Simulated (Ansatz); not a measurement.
# Fe3RhN, space group Pm-3m: cell relaxations under several functionals

Computed with Ansatz 0.2.0 through its Python package.

Run as a notebook:

In [1]:
```python
import ansatz as az
import numpy as np
```

In [2]:
```python
def edges_and_angles(cell):
    cell = np.asarray(cell)
    a, b, c = np.linalg.norm(cell, axis=1)
    cosines = cell[1] @ cell[2] / (b * c), cell[0] @ cell[2] / (a * c), cell[0] @ cell[1] / (a * b)
    return (a, b, c, *np.degrees(np.arccos(cosines)))
```

In [3]:
```python
lattice = az.Lattice.of(
    (3.839436, 0.0, 0.0),
    (0.0, 3.839436, 0.0),
    (0.0, 0.0, 3.839436),
)
sites = [
    ("Fe", (0.0, 0.5, 0.5)),
    ("Fe", (0.5, 0.5, 0.0)),
    ("Fe", (0.5, 0.0, 0.5)),
    ("Rh", (0.0, 0.0, 0.0)),
    ("N", (0.5, 0.5, 0.5)),
]
structure = az.Crystal(lattice=lattice)
for symbol, position in sites:
    structure = structure.atom(symbol, position)
structure = structure.moments(Fe=3.5)
```

In [4]:
```python
len(structure.resolved().sites)
```
Out [4]:
```text
5
```

In [5]:
```python
job = structure.calculation()
job = job.kpoints(6).occupations("fermi_dirac")
job = job.spin(az.SpinTreatment.COLLINEAR).relax(cell=True)

levels = [("pbesol", "none"), ("blyp", "d3bj"), ("lda", "none")]
print("level            a       b       c    alpha   beta  gamma  V/atom  steps")
for name, dispersion in levels:
    seen = []
    run = job.functional(name, dispersion=dispersion).session().plan()
    result = run.execute(on_event=lambda e: seen.append(e) if e["event"] == "relax_step" else None)
    cell = result.lattice.cell_ang
    label = name if dispersion == "none" else f"{name}+{dispersion}"
    print("{:13s} {:7.4f} {:7.4f} {:7.4f} {:6.2f} {:6.2f} {:6.2f}".format(label, *edges_and_angles(cell)), f"{abs(np.linalg.det(cell)) / len(result.lattice.sites):7.3f} {len(seen):5d}")
```
```text
level            a       b       c    alpha   beta  gamma  V/atom  steps
DeckWarning: basis.ecutwfc = 420 eV, auto-derived from the records' recommended cutoffs: set by Fe (normal level)
pbesol         3.7707  3.7707  3.7707  90.00  90.00  90.00  10.723     7
blyp+d3bj      3.8137  3.8137  3.8137  90.00  90.00  90.00  11.093     5
lda            3.6941  3.6941  3.6941  90.00  90.00  90.00  10.083     7
```

From smallest to largest: LDA (10.08 Å³ an atom, -10.9 % against the start), PBEsol (10.72 Å³ an atom, -5.3 % against the start) and BLYP+D3BJ (11.09 Å³ an atom, -2.0 % against the start). The spread is 10.0 % in volume.

Reading the output:
- The magnetic order follows from the starting moments and needn't be the lowest.
- Forces vanish by symmetry, so the ions can't move, and the end may be a saddle.
- BLYP and dispersion corrections can be off by several per cent in the lattices of metals, and by several GPa in the pressure at a fixed cell.
- For a metal this k-point mesh is coarse: on a finer one energies can move by several to tens of meV an atom and pressures by half a GPa or more, differences at one mesh by less.
- This cell is a computed structure, which may not be the phase found in nature.
- Warnings are shown shortened and without file and line.
- Finished in 2.2 min on 1 thread of Arm Neoverse V2, on a shared host, peak memory 0.52 GiB.
